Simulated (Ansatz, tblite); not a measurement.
# Sn(OMe)2 (C2H6O2Sn): a ladder of methods and basis sets

The task here is to estimate one member of a computed series from the others.

The runs use Ansatz 0.2.0, Gaussian basis; as each input shows.

The runs, in order: GFN1-xTB, GFN2-xTB, PBE-D4/def2-TZVP, r2SCAN-D4/def2-TZVP, BLYP-D4/def2-TZVP, B97M-V/def2-TZVP, HF/def2-TZVP, PBE-D4/def2-SVP, PBE0-D4/def2-SVP, CCSD(T)/def2-SVP, MP2/def2-TZVP.

4 further runs of the same task are left out: 4 set aside as unsound or not needed.

## The structure

The singlet was relaxed beforehand with PBE0-D4/def2-SVP.

11 atoms, charge 0, spin multiplicity 1.

Bond lengths: C1–O3 1.390 Å, C1–H6 1.108 Å, C1–H7 1.107 Å, C1–H8 1.106 Å, C2–O4 1.390 Å, C2–H9 1.108 Å, C2–H10 1.107 Å, C2–H11 1.106 Å, O3–Sn5 1.997 Å, O4–Sn5 1.997 Å. Angles: O3–C1–H6 112.0°, O3–C1–H7 113.5°, O3–C1–H8 109.8°, H6–C1–H7 107.1°, H6–C1–H8 106.9°, H7–C1–H8 107.1°, O4–C2–H9 112.0°, O4–C2–H10 113.5°, O4–C2–H11 109.8°, H9–C2–H10 107.1°, H9–C2–H11 106.9°, H10–C2–H11 107.1°, C1–O3–Sn5 136.6°, C2–O4–Sn5 136.7°, O3–Sn5–O4 102.6°.

Sn takes a core potential in the def2 sets. No spin-orbit coupling is included.

PBE0-D4/def2-TZVP was run before; its log isn't repeated, and its numbers join the tables.

Set-up of the first run:

Tight binding, by tblite at 300 K electronic temperature and without a spin-polarisation term:

```python
tblite.interface.Calculator('GFN1-xTB', numbers, positions, charge=0, uhf=0).singlepoint()
```

Tight binding, by tblite at 300 K electronic temperature and without a spin-polarisation term:

```python
tblite.interface.Calculator('GFN2-xTB', numbers, positions, charge=0, uhf=0).singlepoint()
```

start.molden holds the orbitals of an earlier run on this state, given as this run's starting guess.

File in.yaml:

```yaml
crystal:
  periodic: [false, false, false]
  atoms:
    - {symbol: C, position_ang: [1.743080, 0.037297, 0.330238]}
    - {symbol: C, position_ang: [-1.751977, -0.224950, 0.171382]}
    - {symbol: O, position_ang: [1.576196, 0.435841, -0.990837]}
    - {symbol: O, position_ang: [-1.538140, 0.337771, -1.081467]}
    - {symbol: Sn, position_ang: [0.039115, 0.824969, -2.205128]}
    - {symbol: H, position_ang: [1.684315, -1.063049, 0.443073]}
    - {symbol: H, position_ang: [0.997703, 0.475254, 1.021356]}
    - {symbol: H, position_ang: [2.742046, 0.344523, 0.691575]}
    - {symbol: H, position_ang: [-1.722236, 0.533986, 0.978020]}
    - {symbol: H, position_ang: [-1.016460, -1.008933, 0.435009]}
    - {symbol: H, position_ang: [-2.753641, -0.692719, 0.206778]}
basis:
  gaussian: {orbitals: def2-TZVP, initial_orbitals: start.molden}
hamiltonian: {xc: pbe, dispersion: d4}
scf: {omitted_lower_state_checks: [starts]}
output: {forces: true, orbitals: {seedname: orbitals}}
```

On the command line:

```
ansatz run in.yaml --threads 4 --pin off --events-out ev --progress --plain --max-ram 4787MiB
```

Steps of the session up to this table: PBE-D4/def2-TZVP; r2SCAN-D4/def2-TZVP; BLYP-D4/def2-TZVP; B97M-V/def2-TZVP; HF/def2-TZVP; PBE-D4/def2-SVP; PBE0-D4/def2-SVP; CCSD(T)/def2-SVP; MP2/def2-TZVP.

One table of the session follows, with a row left open; its other results are not shown here.

```
             method  binding an atom (eV)
        HF/def2-SVP                 2.653
       HF/def2-TZVP                 2.633
    PBE-D4/def2-SVP                 3.912
   PBE-D4/def2-TZVP                 3.899
  BLYP-D4/def2-TZVP                 3.834
r2SCAN-D4/def2-TZVP                 3.805
   B97M-V/def2-TZVP                 3.807
   PBE0-D4/def2-SVP                 3.796
  PBE0-D4/def2-TZVP                 3.786
       MP2/def2-SVP                 3.623
      MP2/def2-TZVP                 3.725
      CCSD/def2-SVP                 3.529
   CCSD(T)/def2-SVP                     ?
```

**Question.** Estimate the row for CCSD(T)/def2-SVP.

As computed: binding an atom (eV): 3.573. In the column «binding an atom (eV)» it lies between CCSD/def2-SVP (3.529) and MP2/def2-SVP (3.623).

Among the levels timed on like hardware and quicker than the yardstick, those that no quicker one beats, quickest first: PBE-D4/def2-SVP (1.2 s, +0.339 eV); PBE0-D4/def2-SVP (1.4 s, +0.223 eV); MP2/def2-TZVP (2.8 s, +0.152 eV).

To keep in mind: Free atoms were run apart at each level; binding is atoms less cluster, divided by the number of atoms, without zero-point or spin-orbit terms. The yardstick is in a double-zeta basis, so levels in larger sets aren't compared like for like. CCSD(T)/def2-SVP isn't at the basis-set limit; small misses against it rank nothing.
